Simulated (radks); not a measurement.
# Kr³⁺ in [Ar] 3d10 4s2 4p3: an all-electron calculation

An exercise on one series of results from a longer session: the logs are not shown, and one member is left open.

Program: radks (a radial shooting solver on a logarithmic mesh, Libxc functionals) version 1. Level of theory: Dirac Kohn-Sham, PBEsol, spin-unpolarised, spherical densities, finite nucleus; open shells fill j = l - 1/2 first. These are calculated values, not measurements, unless marked.

## The atom as given

* element: krypton (Z = 36)
* charge: +3
* electrons: 33
* configuration: [Ar] 3d10 4s2 4p3
* nuclear rms radius: 4.1884 fm

Set-up of the first run:

Settings of this run:

```text
Z 36
configuration [Ar] 3d10 4s2 4p3 5s0 4d0
relativity Dirac
functional pbe_sol,pbe_sol
spin unpolarised
j_filling energy
nucleus finite rms 4.1884 fm
c 137.035999084
```

Run with:

```sh
$ python run_ks.py task.json out
```

This one command runs every case of the session in turn.

One table of the session follows, with a row left open; its other results are not shown here.

It belongs to the step «Shells». Sizes of the orbitals, from the radial functions (bohr):

| level | <r> | outermost maximum (interpolated) | 90 % within | nodes |
| --- | --- | --- | --- | --- |
| 1s1/2 | 0.04151 | 0.0271 | 0.0742 | 0 |
| 2s1/2 | 0.1833 | 0.154 | 0.284 | 1 |
| 2p1/2 | 0.1574 | 0.121 | 0.258 | 0 |
| 2p3/2 | 0.1614 | 0.124 | 0.263 | 0 |
| 3s1/2 | 0.5303 | 0.467 | 0.789 | 2 |
| 3p1/2 | 0.5332 | 0.457 | 0.813 | 1 |
| 3p3/2 | 0.5437 | 0.466 | 0.829 | 1 |
| 3d3/2 | 0.5514 | 0.409 | 0.902 | 0 |
| 3d5/2 | 0.5553 | 0.412 | 0.909 | 0 |
| 4s1/2 | 1.465 | 1.30 | 2.14 | 3 |
| 4p1/2 | ? | ? | ? | ? |
| 4p3/2 | 1.671 | 1.46 | 2.47 | 2 |
| 4d3/2 | 2.321 | 1.95 | 3.52 | 1 |
| 4d5/2 | 2.330 | 1.96 | 3.53 | 1 |
| 5s1/2 | 3.369 | 3.17 | 4.78 | 4 |

Estimate the missing values for 4p1/2.

The run gave: <r>: 1.644; outermost maximum (interpolated): 1.43; 90 % within: 2.43; nodes: 2. In the column «<r>» it lies between 4s1/2 (1.465) and 4p3/2 (1.671).

Limits of these values: Spin polarisation and multiplet splitting are left out.
